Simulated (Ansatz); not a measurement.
Run this with the Python package of Ansatz (0.2.0) and show what comes out.

`geh3n.xyz`
```text
5

N    -0.28160   -0.65840    0.36650
Ge    0.85460    0.77160   -0.01650
H     0.21510   -1.46590    0.50630
H    -0.80080   -0.77290   -0.52360
H     0.06270    2.05190   -0.37400
```

The script, `scan_geh3n.py`:
```python
"""Stretching a bond of GeH3N, the rest held rigid."""

import ansatz
import numpy as np


def main() -> None:
    geometry = ansatz.Crystal.molecule_from_extxyz("geh3n.xyz")

    symbols = [site.symbol for site in geometry.cartesian_sites]
    start = np.array([site.position_ang for site in geometry.cartesian_sites])
    axis = (start[4] - start[1]) / np.linalg.norm(start[4] - start[1])
    moving = [4]
    lengths, energies = [1.362, 1.423, 1.485, 1.547, 1.609, 1.671, 1.733, 1.826], []
    for length in lengths:
        xyz = start.copy()
        xyz[moving] += (length - np.linalg.norm(start[4] - start[1])) * axis
        point = ansatz.Crystal.molecule()
        for symbol, place in zip(symbols, xyz):
            point = point.atom(symbol, place.tolist())
        job = (
            point.calculation()
            .basis(gaussian="def2-SVP")  # the orbital basis, by name
            .functional("HF")
            .accuracy("medium")
            .scf(lower_state_search="standard")
        )
        summary = job.run(threads=1, backend="cpu").report
        energies.append(summary["free_energy_ev"])
        print(f"r = {length:6.3f} A  E = {energies[-1]:.5f} eV  <S^2> = {abs(summary['mean_field']['state']['spin_squared']):.3f}")

    # quartic fit about the minimum
    fit = np.polynomial.Polynomial.fit(lengths, np.array(energies) - min(energies), 4).convert()
    roots = [r.real for r in fit.deriv().roots() if abs(r.imag) < 1e-9 and fit.deriv(2)(r.real) > 0]
    r_e = min(roots, key=lambda r: abs(r - lengths[int(np.argmin(energies))]))
    print(f"minimum of the fit at {r_e:.4f} A, force constant {fit.deriv(2)(r_e):.2f} eV/A^2")


if __name__ == "__main__":
    main()
```

```console
$ python scan_geh3n.py
r =  1.362 A  E = -57992.76600 eV  <S^2> = 0.000
r =  1.423 A  E = -57993.03218 eV  <S^2> = 0.000
r =  1.485 A  E = -57993.19208 eV  <S^2> = 0.000
r =  1.547 A  E = -57993.26576 eV  <S^2> = 0.000
r =  1.609 A  E = -57993.27329 eV  <S^2> = 0.000
r =  1.671 A  E = -57993.23034 eV  <S^2> = 0.000
r =  1.733 A  E = -57993.14923 eV  <S^2> = 0.000
r =  1.826 A  E = -57992.97653 eV  <S^2> = 0.000
minimum of the fit at 1.5851 A, force constant 14.50 eV/A^2
```

What to keep in mind:
- These settings explore the input space; basis and method may be short of convergence.
- The rest of the molecule is held rigid at a force-field or estimated start geometry, and the basis set is modest; single-reference methods fail as a bond breaks.
- Hartree-Fock leaves correlation out, so bond, atomisation and ionisation energies come out well too low.
- The orbitals are restricted, so S² is zero by construction.
- It ran for 3.9 s on 1 thread of Arm Neoverse V1, on a shared host, peak memory 0.17 GiB.

(Lines on the test bed's own set-up are left out of the output.)
